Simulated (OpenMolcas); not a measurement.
# BH2SO2 (SMILES OB(O)[S]): UMN15/cc-pV(D+d)Z (RICD fitting)

What is the energy difference between two shapes of BH2SO2 at UMN15/cc-pV(D+d)Z (RICD fitting)? 

The calculation is run with OpenMolcas 26.06.

5 further runs of the same task are left out: 5 set aside as unsound or not needed.

## (1) Starting point

BH2SO2 has 6 atoms, charge 0, and is taken as a doublet. SMILES: `OB(O)[S]`. Geometry: relaxed at PBE0-D4/def2-TZVP. This is one conformer, not always the lowest.

Bond lengths: O1–B2 1.365 Å, B2–O3 1.355 Å, B2–S4 1.820 Å, O1–H5 0.959 Å, O3–H6 0.962 Å. Angles: O1–B2–O3 119.9°, O1–B2–S4 121.8°, O3–B2–S4 118.3°, B2–O1–H5 115.3°, B2–O3–H6 112.1°.

## (2) Energy and forces at UMN15/cc-pV(D+d)Z (RICD fitting)

calc.inp reads:

```
&GATEWAY
  BASLIB
  $CurrDir
  COORD
  6
  bohr
  O      0.31520632     1.98099990    -0.72111949
  B     -0.24906590    -0.44276283    -0.04006219
  O      1.14347328    -1.62251885     1.75631146
  S     -2.84838419    -2.17299607    -1.48343501
  H     -0.74927641     2.69437151    -2.00235380
  H      2.46798232    -0.55822510     2.40335369
  BASIS
  cc-pVDpdZ
  GROUP
  NoSym
  RICD

&SEWARD

&SCF
  UHF
  SPIN
  2
  KSDFT
  2
  1.0 HYB_MGGA_X_MN15
  1.0 MGGA_C_MN15
  PRORBITALS
  1

&ALASKA
```

The basis set cc-pV(D+d)Z is read from a file made from the Basis Set Exchange's data (not shown).

The run is started by

```bash
export MOLCAS_MEM=1860
pymolcas calc.inp > calc.log
```

What it wrote, cut to the lines that bear on the results:

```text
--- Start Module: gateway ---
[...]
--- Stop Module: gateway /rc=_RC_ALL_IS_WELL_ ---
[...]
      Basis functions           75
[...]
--- Start Module: scf ---
[...]
       Convergence after  14 Iterations
[...]
::    Total KS-DFT energy                            -574.4988258439
[...]
      Total spin, S                                     0.5011205844
[...]
      Total electronic charge=   39.000000
      Total            charge=   -0.000000
[...]
      Dipole Moment (debye):
      Origin of the operator (angstrom)=   -0.4725   -0.4568   -0.2124
                   X=  7.1253E-01               Y=  1.8554E+00               Z= -2.7459E-01           Total=  2.0064E+00
      Quadrupole Moment (debye*angstrom):
[...]
--- Stop Module: scf /rc=_RC_ALL_IS_WELL_ ---
[...]
--- Start Module: alaska ---
[...]
 *              Molecular gradients               *
 **************************************************
  Irreducible representation: a
 ------------------------------------------------------------------------------------------
                              X                       Y                       Z
 ------------------------------------------------------------------------------------------
  O1                9.37943107313108E-02    3.27153573956007E-02    6.64960932726959E-02
  B2               -2.29189541793141E-02   -1.38862803891386E-02   -1.34154861377750E-02
  O3               -4.04331665044966E-02   -1.14949570156256E-01    2.02897383685645E-02
  S4               -4.92207353926499E-02   -2.86587712060893E-02   -2.93218431812576E-02
  H5               -7.54891869000693E-02    5.10169819402462E-02   -9.10645353314550E-02
  H6                9.42677322452372E-02    7.37622824156565E-02    4.70160330092089E-02
 ------------------------------------------------------------------------------------------
--- Stop Module: alaska /rc=_RC_ALL_IS_WELL_ ---
[...]
```

Run time: 17 s. Hardware: 1 thread of Intel Xeon Platinum 8259CL at 2.50GHz (Skylake/Cascade Lake), shared host; peak memory 0.25 GiB.

## (3) The distorted shape at the same level

calc.inp reads:

```
&GATEWAY
 BASLIB
 $CurrDir
 COORD
 6
 bohr
 O      0.46447767     1.92487125    -0.81526187
 B     -0.23262340    -0.53609074    -0.09045363
 O      0.96832023    -1.64659207     1.74049067
 S     -2.76205583    -2.32001865    -1.52922685
 H     -0.70378314     2.84642454    -1.94126651
 H      2.50872859    -0.46765619     2.35254462
 BASIS
 cc-pVDpdZ
 GROUP
 NoSym
 RICD

&SEWARD

&SCF
 UHF
 SPIN
 2
 KSDFT
 2
 1.0 HYB_MGGA_X_MN15
 1.0 MGGA_C_MN15
 PRORBITALS
 1

&ALASKA
```

The basis set cc-pV(D+d)Z is read from a file made from the Basis Set Exchange's data (not shown).

The run is started by

```bash
export MOLCAS_MEM=1860
pymolcas calc.inp > calc.log
```

What it wrote, cut to the lines that bear on the results:

```text
--- Start Module: gateway ---
[...]
--- Stop Module: gateway /rc=_RC_ALL_IS_WELL_ ---
[...]
      Basis functions           75
[...]
--- Start Module: scf ---
[...]
       Convergence after  18 Iterations
[...]
::    Total KS-DFT energy                            -574.4847824733
[...]
      Total spin, S                                     0.5011178080
[...]
      Total electronic charge=   39.000000
      Total            charge=   -0.000000
[...]
      Dipole Moment (debye):
      Origin of the operator (angstrom)=   -0.4546   -0.5033   -0.2383
                   X=  8.3784E-01               Y=  1.8677E+00               Z=  3.1418E-03           Total=  2.0470E+00
      Quadrupole Moment (debye*angstrom):
[...]
--- Stop Module: scf /rc=_RC_ALL_IS_WELL_ ---
[...]
--- Start Module: alaska ---
[...]
 *              Molecular gradients               *
 **************************************************
  Irreducible representation: a
 ------------------------------------------------------------------------------------------
                              X                       Y                       Z
 ------------------------------------------------------------------------------------------
  O1                1.18372643340685E-01    2.45209124208579E-02    5.76849983690439E-02
  B2               -7.14441209619399E-03   -4.76822870067619E-02    1.44390384853887E-02
  O3               -1.11664988607673E-01   -1.23397681775586E-01   -1.28787521367943E-02
  S4               -4.35009167416140E-02   -3.10069932935662E-02   -2.51434749267130E-02
  H5               -9.14450522215233E-02    7.64751359431708E-02   -8.72135666852731E-02
  H6                1.35382726326370E-01    1.01090913711955E-01    5.31117568943320E-02
 ------------------------------------------------------------------------------------------
--- Stop Module: alaska /rc=_RC_ALL_IS_WELL_ ---
[...]
```

Run time: 20 s. Hardware: 1 thread of Intel Xeon Platinum 8259CL at 2.50GHz (Skylake/Cascade Lake), shared host; peak memory 0.25 GiB.

## (4) What came out

Level: UMN15/cc-pV(D+d)Z (RICD fitting).

```
                                           quantity          value
                          first shape: total energy  -574.49883 Eh
                         first shape: dipole moment         2.01 D
    first shape: HOMO energy (highest over α and β)       -7.87 eV
     first shape: LUMO energy (lowest over α and β)       -3.52 eV
                                  first shape: ⟨S²⟩          0.752
                      distorted shape: total energy  -574.48478 Eh
                     distorted shape: dipole moment         2.05 D
distorted shape: HOMO energy (highest over α and β)       -7.81 eV
 distorted shape: LUMO energy (lowest over α and β)       -3.43 eV
                              distorted shape: ⟨S²⟩          0.752
             energy change with the atoms displaced       0.382 eV
```

**Reading.** This program's gradients are faulty for this kind of reference, so any forces in the log (distorted shape) can't be trusted; the energy can. This program's gradients are faulty for this kind of reference, so any forces in the log (first shape) can't be trusted; the energy can. With the atoms displaced the energy rises by 0.38 eV (36.9 kJ/mol). The first shape isn't relaxed at this level, so the change isn't measured from a minimum. Mulliken charges (first shape) run from -0.09 on O1 to +0.17 on H6. Mulliken charges (distorted shape) run from -0.16 on O1 to +0.22 on H6.
